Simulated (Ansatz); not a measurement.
# HfBO: the cost of one run

Computed with Ansatz 0.2.0 (DFT PBE, scalar-relativistic, plane waves, PAW, unless a step's input says otherwise).

### Step 1. The structure to begin with

It takes space group P6_3/mmc (No. 194, hexagonal). Conventional cell: a = 3.558 Å, b = 3.558 Å, c = 7.639 Å, α = 90.00°, β = 90.00°, γ = 120.00°. Hf (site symmetry -6m2) has 2 B at 1.91 Å and 3 O at 2.05 Å as nearest neighbours. Around B (site symmetry -3m) lie 2 Hf at 1.91 Å. O (site symmetry -6m2) has 3 Hf at 2.05 Å as nearest neighbours.

Coordinates:

```
CELL_PARAMETERS angstrom
3.55818 0.00000 0.00000
-1.77909 3.08147 0.00000
0.00000 0.00000 7.63871
ATOMIC_POSITIONS crystal
Hf 0.00000 0.00000 0.25000
Hf 0.00000 0.00000 0.75000
B 0.00000 0.00000 0.00000
B 0.00000 0.00000 0.50000
O 0.33333 0.66667 0.75000
O 0.66667 0.33333 0.25000
```

Recipe of the guess: random cell by space group and Wyckoff sites (P6_3/mmc, No. 194). Its size is a rough estimate.

### Step 2. The guess as it stands, on a coarse mesh

input.yaml

```yaml
crystal:
  lattice:
    - [3.55817982, 0.0, 0.0]
    - [-1.77908991, 3.08147412, 0.0]
    - [0.0, 0.0, 7.63871003]
  atoms:
    - { symbol: Hf, position: [0.0, 0.0, 0.25] }
    - { symbol: Hf, position: [0.0, 0.0, 0.75] }
    - { symbol: B, position: [0.0, 0.0, 0.0] }
    - { symbol: B, position: [0.0, 0.0, 0.5] }
    - { symbol: O, position: [0.33333333, 0.66666667, 0.75] }
    - { symbol: O, position: [0.66666667, 0.33333333, 0.25] }
basis:
  ecutwfc: 420
kpoints:
  mp_grid: { grid: [6, 6, 2] }
hamiltonian:
  xc: pbe
scf:
  occupations: { method: gaussian, width: 0.1 }
  lower_state_search: "off"
output:
  forces: true
  stress: true
  eigenvalues: true
```

Launch:

```
> ansatz run input.yaml --threads 1 --pin off --max-ram 2048MiB --backend cpu --events-out ev --progress --plain --runs-dir out
```

**Question.** How long does this run take on 1 thread of Arm Neoverse V1, shared host, and how much memory does it need?

About 3.6 s, with a peak of 0.35 GiB.
